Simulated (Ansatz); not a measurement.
# GeH4OSSe: up Jacob's ladder to CCSD(T)

Aim: compute GeH4OSSe with functionals from several rungs and with coupled cluster, and see how far each lands from CCSD(T) at the basis-set limit for the atomisation energy.

Method: functionals in def2-TZVPP, the program's frozen cores in correlated methods; program: Ansatz 0.2.0, Gaussian basis.

Levels to be run: LDA (SPW92), PBE-D4, revPBE-D4, BLYP-D4, r2SCAN-D4, B97M-V, PBE0-D4, B3LYP-D4, r2SCANh-D4, r2SCAN0-D4, HSE06-D4, BHLYP-D4, CAM-B3LYP-D4, LC-ωPBE, ωB97X-V, ωB97M-V, B2PLYP, PBE-QIDH; CCSD(T)/def2-SVP; CCSD(T)/def2-TZVPP; MP2/def2-QZVPP; extrapolation to the limit; RPA on PBE.

**1. The geometry**

The geometry comes from an earlier relaxation with PBE0-D4 in a triple-zeta def2 set; it is a stationary point, not always the lowest conformer.

8 atoms, charge 0, spin multiplicity 1.

Atoms are counted from 1 here; the program's logs count them from 0.

Bond lengths: O1–Ge2 1.773 Å, O1–H5 0.961 Å, Ge2–S3 2.218 Å, Ge2–Se4 2.348 Å, Ge2–H6 1.531 Å, S3–H7 1.345 Å, Se4–H8 1.469 Å. Angles: Ge2–O1–H5 112.4°, O1–Ge2–S3 109.4°, O1–Ge2–Se4 113.8°, O1–Ge2–H6 103.6°, S3–Ge2–Se4 105.8°, S3–Ge2–H6 114.8°, Se4–Ge2–H6 109.7°, Ge2–S3–H7 93.1°, Ge2–Se4–H8 91.7°.

**2. LDA**

This LDA is Slater exchange with PW92 correlation.

The input, in.yaml:

```yaml
crystal:
  periodic: [false, false, false]
  atoms:
    - {symbol: O, position_ang: [-1.382868, -0.581650, 0.844264]}
    - {symbol: Ge, position_ang: [-0.376444, 0.083758, -0.455196]}
    - {symbol: S, position_ang: [1.026934, 1.578121, 0.391427]}
    - {symbol: Se, position_ang: [0.966377, -1.515722, -1.528453]}
    - {symbol: H, position_ang: [-0.865858, -1.054181, 1.502256]}
    - {symbol: H, position_ang: [-1.395582, 0.649983, -1.446992]}
    - {symbol: H, position_ang: [0.082120, 2.128679, 1.174345]}
    - {symbol: H, position_ang: [2.037321, -1.345988, -0.537452]}
basis:
  gaussian: {orbitals: def2-TZVPP}
hamiltonian: {xc: lda}
output: {orbitals: {seedname: orbitals}}
```

Further steps of the session: PBE-D4 (GGA); revPBE-D4 (GGA); BLYP-D4 (GGA); r2SCAN-D4 (meta-GGA); B97M-V (meta-GGA); PBE0-D4 (hybrid); B3LYP-D4 (hybrid); r2SCANh-D4 (hybrid); r2SCAN0-D4 (hybrid); HSE06-D4 (hybrid); BHLYP-D4 (hybrid); CAM-B3LYP-D4 (range-separated); LC-ωPBE (range-separated); ωB97X-V (range-separated); ωB97M-V (range-separated); B2PLYP (double hybrid); PBE-QIDH (double hybrid); CCSD(T) in def2-SVP; CCSD(T) in def2-TZVPP; MP2 in def2-QZVPP; RPA on PBE orbitals.

Q: Predict the results of all the runs planned. Wanted: atomisation energy, CCSD(T)/CBS; farthest beyond LDA; mean size of error, GGA; mean size of error, meta-GGA; mean size of error, hybrid; mean size of error, range-separated; mean size of error, double hybrid; gap, smallest and largest; T1 diagnostic.

**Answer**, as computed:

| quantity | value |
| --- | --- |
| atomisation energy, CCSD(T)/CBS | 24.838 eV |
| functionals within 0.248 eV (1.0 %) | PBE-D4, r2SCAN-D4, B97M-V, ωB97X-V |
| farthest beyond LDA | BHLYP-D4 (-1.299 eV) |
| mean size of error, GGA | 0.391 eV |
| mean size of error, meta-GGA | 0.040 eV |
| mean size of error, hybrid | 0.603 eV |
| mean size of error, range-separated | 0.393 eV |
| mean size of error, double hybrid | 0.616 eV |
| gap, smallest and largest | 4.39 eV (BLYP-D4), 11.46 eV (LC-ωPBE) |
| T1 diagnostic | 0.0108 |
| triples share of the correlation energy | 3.8 % |

What this shows: LDA overbinds by 3.910 eV (16 %). PBE-D4 is off by +0.102 eV. Double hybrids carry the basis error of their MP2 part in triple zeta, and no dispersion term here, so their miss is partly the set-up's. By mean error the best rung here is meta-GGA (0.040 eV) and the worst beyond LDA is double hybrid (0.616 eV). Misses under about 0.248 eV are within the doubt on the reference itself, which lacks core-valence correlation, relativity and higher excitations, and its outer-core shells are covered unevenly. All levels share the lack of spin-orbit coupling, which lowers the free heavy atoms and so the true binding. Hartree-Fock recovers 66 % of the binding; the rest is correlation. CCSD(T) in def2-SVP is off by -2.386 eV, so the small basis spoils what the method gains. The gap grows from 4.4 to 11.5 eV across the functionals, mostly with the share of exact exchange. Correlated methods include outer-core shells of Ge, Se, which these sets cover unevenly.
